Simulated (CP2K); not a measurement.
# C2H2F3I (1,1,1-trifluoro-2-iodoethane), step by step, part 2 of 2

CP2K 2026.2.

## Step 4: Energy and forces at HF/DZVP-MOLOPT-PBE0-GTH (core potential, admm exchange PBEX, admm type ADMM2) (run 5)

qs.inp reads:

```
&force_eval
    method Quickstep
    &dft
        basis_set_file_name BASIS_MOLOPT_UZH
        basis_set_file_name BASIS_ADMM_UZH
        potential_file_name POTENTIAL_UZH
        charge 0
        multiplicity 1
        &qs
            method GPW
            eps_default 1.0E-10
        &end qs
        # plane-wave cutoff in Ry
        &mgrid
            cutoff 600
            rel_cutoff 50
            ngrids 4
        &end mgrid
        &poisson
            periodic NONE
            poisson_solver MULTIPOLE
        &end poisson
        &scf
            scf_guess ATOMIC
            eps_scf 1.0E-06
            max_scf 80
            added_mos 3
            &diagonalization
                algorithm STANDARD
            &end diagonalization
            &mixing
                method DIRECT_P_MIXING
                alpha 0.4
            &end mixing
        &end scf
        # exchange and correlation
        &xc
            &xc_functional NONE
            &end xc_functional
            # exact exchange
            &hf
                fraction 1
                &screening
                    eps_schwarz 1.0E-09
                    screen_on_initial_p F
                &end screening
                &interaction_potential
                    potential_type COULOMB
                &end interaction_potential
                &memory
                    max_memory 1750
                &end memory
            &end hf
        &end xc
        &auxiliary_density_matrix_method
            admm_type ADMM2
            exch_correction_func PBEX
        &end auxiliary_density_matrix_method
        # extra output
        &print
            &moments
                periodic F
                reference COM
                max_moment 1
            &end moments
            &mo ON
                energies T
                occupation_numbers T
                ndigits 6
                &each
                    qs_scf 0
                &end each
                add_last NUMERIC
            &end mo
            &hirshfeld OFF
            &end hirshfeld
        &end print
    &end dft
    &subsys
        &cell
            abc [angstrom] 9.6 10.9 9.5
            periodic NONE
        &end cell
        &coord
            F      4.060020     4.167560     5.997395
            C      4.928920     4.540690     5.054595
            F      6.099740     4.758370     5.659045
            F      5.103180     3.477910     4.249825
            C      4.451580     5.728820     4.253285
            I      4.171110     7.422090     5.522185
            H      3.500260     5.483930     3.784935
            H      5.199130     5.975830     3.502605
        &end coord
        &kind F
            basis_set ORB DZVP-MOLOPT-PBE0-GTH-q7
            basis_set AUX_FIT admm-dzp-q7
            potential GTH-PBE0-q7
        &end kind
        &kind C
            basis_set ORB DZVP-MOLOPT-PBE0-GTH-q4
            basis_set AUX_FIT admm-dzp-q4
            potential GTH-PBE0-q4
        &end kind
        &kind I
            basis_set ORB DZVP-MOLOPT-PBE0-GTH-q7
            basis_set AUX_FIT admm-dzp-q7
            potential GTH-PBE0-q7
        &end kind
        &kind H
            basis_set ORB DZVP-MOLOPT-PBE0-GTH-q1
            basis_set AUX_FIT admm-dzp-q1
            potential GTH-PBE0-q1
        &end kind
    &end subsys
    # extra output
    &print
        &forces ON
        &end forces
    &end print
&end force_eval

&global
    project_name qs
    run_type ENERGY_FORCE
    print_level MEDIUM
&end global
```

On the command line:

```sh
$ OMP_NUM_THREADS=2 cp2k.psmp -i qs.inp -o qs.out
```

What it wrote:

```text
CP2K| version string:                                       CP2K version 2026.2
[...]
 GLOBAL| Method name                                                        CP2K
[...]
 GLOBAL| Run type                                                   ENERGY_FORCE
[...]
 DFT| Spin restricted Kohn-Sham (RKS) calculation                            RKS
 DFT| Multiplicity                                                             1
[...]
 DFT| Charge                                                                   0
[...]
 QS| Method:                                                                 GPW
[...]
 QS| Density cutoff [a.u.]:                                                300.0
[...]
 QS| Relative density cutoff [a.u.]:                                        25.0
[...]
                             - Atoms:                                          8
[...]
                             - Spherical basis functions:                     88
[...]
 Number of electrons:                                                         38
[...]
     1 P_Mix/Diag. 0.40E+00    4.0     1.57733397       -91.2245080693 -9.12E+01
[...]
  *** SCF run converged in    18 steps ***
[...]
  Overlap energy of the core charge distribution:               0.00000077472072
  Self energy of the core charge distribution:               -250.98043715927835
  Core Hamiltonian energy:                                     68.03021180736104
  Hartree energy:                                             106.54292352654653
  Exchange-correlation energy:                                 -1.21393072998008
  Hartree-Fock Exchange energy:                               -17.25106986655863
  Total energy:                                               -94.87230164718878
[...]
 ENERGY| Total FORCE_EVAL ( QS ) energy [hartree]            -94.872301647188820
[...]
```

It took 68 s on 2 threads of Arm Neoverse V1, shared host; peak memory 1.8 GiB.

Runs 6 to 7 aren't shown in full; the table further down has their settings and results.

## Step 5: The triplet: energy and gradient at UHF/DZVP-MOLOPT-PBE0-GTH (core potential, admm exchange PBEX, admm type ADMM2) (run 8)

molecule.inp reads:

```
&GLOBAL
  PROJECT_NAME molecule
  RUN_TYPE ENERGY_FORCE
  PRINT_LEVEL MEDIUM
&END GLOBAL

&FORCE_EVAL
  METHOD QUICKSTEP
  &DFT
    BASIS_SET_FILE_NAME BASIS_MOLOPT_UZH
    BASIS_SET_FILE_NAME BASIS_ADMM_UZH
    POTENTIAL_FILE_NAME POTENTIAL_UZH
    CHARGE 0
    MULTIPLICITY 3
    UKS T
    &QS
      METHOD GPW
      EPS_DEFAULT 1.0E-10
    &END QS
    &MGRID
      CUTOFF 800
      REL_CUTOFF 50
      NGRIDS 4
    &END MGRID
    &POISSON
      PERIODIC NONE
      POISSON_SOLVER MULTIPOLE
    &END POISSON
    &SCF
      SCF_GUESS ATOMIC
      EPS_SCF 1.0E-06
      MAX_SCF 30
      &OT ON
        MINIMIZER DIIS
        PRECONDITIONER FULL_SINGLE_INVERSE
      &END OT
      &OUTER_SCF
        EPS_SCF 1.0E-06
        MAX_SCF 8
      &END OUTER_SCF
    &END SCF
    &XC
      &XC_FUNCTIONAL NONE
      &END XC_FUNCTIONAL
      &HF
        FRACTION 1
        &SCREENING
          EPS_SCHWARZ 1.0E-09
          SCREEN_ON_INITIAL_P F
        &END SCREENING
        &INTERACTION_POTENTIAL
          POTENTIAL_TYPE COULOMB
        &END INTERACTION_POTENTIAL
        &MEMORY
          MAX_MEMORY 1750
        &END MEMORY
      &END HF
    &END XC
    &AUXILIARY_DENSITY_MATRIX_METHOD
      ADMM_TYPE ADMM2
      EXCH_CORRECTION_FUNC PBEX
    &END AUXILIARY_DENSITY_MATRIX_METHOD
    &PRINT
      &MOMENTS
        PERIODIC F
        REFERENCE COM
        MAX_MOMENT 1
      &END MOMENTS
      &MO_CUBES
        NLUMO 1
        NHOMO -1
        WRITE_CUBE F
      &END MO_CUBES
      &HIRSHFELD OFF
      &END HIRSHFELD
    &END PRINT
  &END DFT
  &SUBSYS
    &CELL
      ABC [angstrom] 9.6 10.9 9.5
      PERIODIC NONE
    &END CELL
    &COORD
      F      4.060020     4.167560     5.997395
      C      4.928920     4.540690     5.054595
      F      6.099740     4.758370     5.659045
      F      5.103180     3.477910     4.249825
      C      4.451580     5.728820     4.253285
      I      4.171110     7.422090     5.522185
      H      3.500260     5.483930     3.784935
      H      5.199130     5.975830     3.502605
    &END COORD
    &KIND F
      BASIS_SET ORB DZVP-MOLOPT-PBE0-GTH-q7
      BASIS_SET AUX_FIT admm-dzp-q7
      POTENTIAL GTH-PBE0-q7
    &END KIND
    &KIND C
      BASIS_SET ORB DZVP-MOLOPT-PBE0-GTH-q4
      BASIS_SET AUX_FIT admm-dzp-q4
      POTENTIAL GTH-PBE0-q4
    &END KIND
    &KIND I
      BASIS_SET ORB DZVP-MOLOPT-PBE0-GTH-q7
      BASIS_SET AUX_FIT admm-dzp-q7
      POTENTIAL GTH-PBE0-q7
    &END KIND
    &KIND H
      BASIS_SET ORB DZVP-MOLOPT-PBE0-GTH-q1
      BASIS_SET AUX_FIT admm-dzp-q1
      POTENTIAL GTH-PBE0-q1
    &END KIND
  &END SUBSYS
  &PRINT
    &FORCES ON
    &END FORCES
  &END PRINT
&END FORCE_EVAL
```

On the command line:

```sh
$ OMP_NUM_THREADS=2 cp2k.psmp -i molecule.inp > molecule.out 2>&1
```

What it wrote:

```text
CP2K| version string:                                       CP2K version 2026.2
[...]
 GLOBAL| Method name                                                        CP2K
[...]
 GLOBAL| Run type                                                   ENERGY_FORCE
[...]
 DFT| Spin unrestricted (spin-polarized) Kohn-Sham calculation               UKS
 DFT| Multiplicity                                                             3
[...]
 DFT| Charge                                                                   0
[...]
 QS| Method:                                                                 GPW
[...]
 QS| Density cutoff [a.u.]:                                                400.0
[...]
 QS| Relative density cutoff [a.u.]:                                        25.0
[...]
                             - Atoms:                                          8
[...]
                             - Spherical basis functions:                     88
[...]
 Number of electrons:                                                         20
[...]
     1 OT DIIS     0.80E-01    9.7     0.07252375       -91.1496059141 -9.11E+01
[...]
  *** SCF run converged in    28 steps ***
[...]
  Overlap energy of the core charge distribution:               0.00000077472072
  Self energy of the core charge distribution:               -250.98043715927835
  Core Hamiltonian energy:                                     68.33054837381275
  Hartree energy:                                             106.44839709439604
  Exchange-correlation energy:                                 -1.23131413913992
  Hartree-Fock Exchange energy:                               -17.28942318866394
  Total energy:                                               -94.72222824415272
[...]
 HOMO - LUMO gap [eV] :    8.749050
[...]
 ENERGY| Total FORCE_EVAL ( QS ) energy [hartree]            -94.722228244556106
[...]
```

Run time: 9.4 min. Hardware: 2 threads of Arm Neoverse V1, shared host; peak memory 3.5 GiB.

## Step 6: Overview of the runs

| run | level | cutoff | iteration cap | partner | energy (Eh) | dipole moment (D) | HOMO energy (eV) | LUMO energy (eV) | wall time |
| --- | --- | --- | --- | --- | --- | --- | --- | --- | --- |
| 1 | HF/DZVP-MOLOPT-PBE0-GTH (core potential, admm exchange PBEX, admm type ADMM2) | 350 | 80 | base | -94.873529 | 2.07 | -10.38 | 1.87 | 32 s |
| 2 | UHF/DZVP-MOLOPT-PBE0-GTH (core potential, admm exchange PBEX, admm type ADMM2) | 350 | 30 | triplet | -94.723570 | 2.51 | -5.94 | -1.93 | 2.6 min |
| 3 | HF/DZVP-MOLOPT-PBE0-GTH (core potential, admm exchange PBEX, admm type ADMM2) | 450 | 80 | base | -94.872757 | 2.07 | -10.38 | 1.87 | 44 s |
| 4 | UHF/DZVP-MOLOPT-PBE0-GTH (core potential, admm exchange PBEX, admm type ADMM2) | 450 | 30 | triplet | -94.722793 | 2.51 | -5.94 | -1.92 | 3.7 min |
| 5 | HF/DZVP-MOLOPT-PBE0-GTH (core potential, admm exchange PBEX, admm type ADMM2) | 600 | 80 | base | -94.872302 | 2.07 | -10.38 | 1.87 | 68 s |
| 6 | UHF/DZVP-MOLOPT-PBE0-GTH (core potential, admm exchange PBEX, admm type ADMM2) | 600 | 30 | triplet | -94.722355 | 2.51 | -5.94 | -1.92 | 5.7 min |
| 7 | HF/DZVP-MOLOPT-PBE0-GTH (core potential, admm exchange PBEX, admm type ADMM2) | 800 | 80 | base | -94.872173 | 2.07 | -10.38 | 1.87 | 1.8 min |
| 8 | UHF/DZVP-MOLOPT-PBE0-GTH (core potential, admm exchange PBEX, admm type ADMM2) | 800 | 30 | triplet | -94.722228 | 2.51 | -5.94 | -1.92 | 9.4 min |

Convergence of the total energy of singlet C2H2F3I with the cutoff, against the last point:

| cutoff | from the last (mEh) | wall time |
| --- | --- | --- |
| 350 Ry | -1.356 | 32 s |
| 450 Ry | -0.584 | 44 s |
| 600 Ry | -0.129 | 68 s |
| 800 Ry | +0.000 | 1.8 min |

Convergence of the HOMO energy of singlet C2H2F3I with the cutoff, against the last point:

| cutoff | from the last (eV) | wall time |
| --- | --- | --- |
| 350 Ry | -0.0027 | 32 s |
| 450 Ry | -0.0008 | 44 s |
| 600 Ry | -0.0001 | 68 s |
| 800 Ry | +0.0000 | 1.8 min |

## Step 7: What came out

The summary covers parts 1 to 2.

| quantity | value |
| --- | --- |
| triplet, run 8: total energy | -94.72223 Eh |
| triplet, run 8: dipole moment | 2.51 D |
| triplet, run 8: HOMO energy (highest over α and β) | -5.94 eV |
| triplet, run 8: LUMO energy (lowest over α and β) | -1.92 eV |
| triplet, run 8: ⟨S²⟩ | 2.011 |
| triplet, run 8: largest force on an atom | 6.920 eV/Å |
| vertical energy of the triplet above the singlet (run 1, cutoff 350) | 4.081 eV |
| vertical energy of the triplet above the singlet (run 3, cutoff 450) | 4.081 eV |
| vertical energy of the triplet above the singlet (run 5, cutoff 600) | 4.080 eV |
| vertical energy of the triplet above the singlet (run 7, cutoff 800) | 4.080 eV |

For the total energy of singlet C2H2F3I to stay within 1 mEh of the last point, 450 Ry is the first point of the series from which all later ones do (44 s against 1.8 min). For the HOMO energy of singlet C2H2F3I to stay within 0.001 eV of the last point, 450 Ry is the first point of the series from which all later ones do (44 s against 1.8 min). Over the runs the total energy spans 4.117 eV. All runs together took 26 min, the longest 9.4 min.
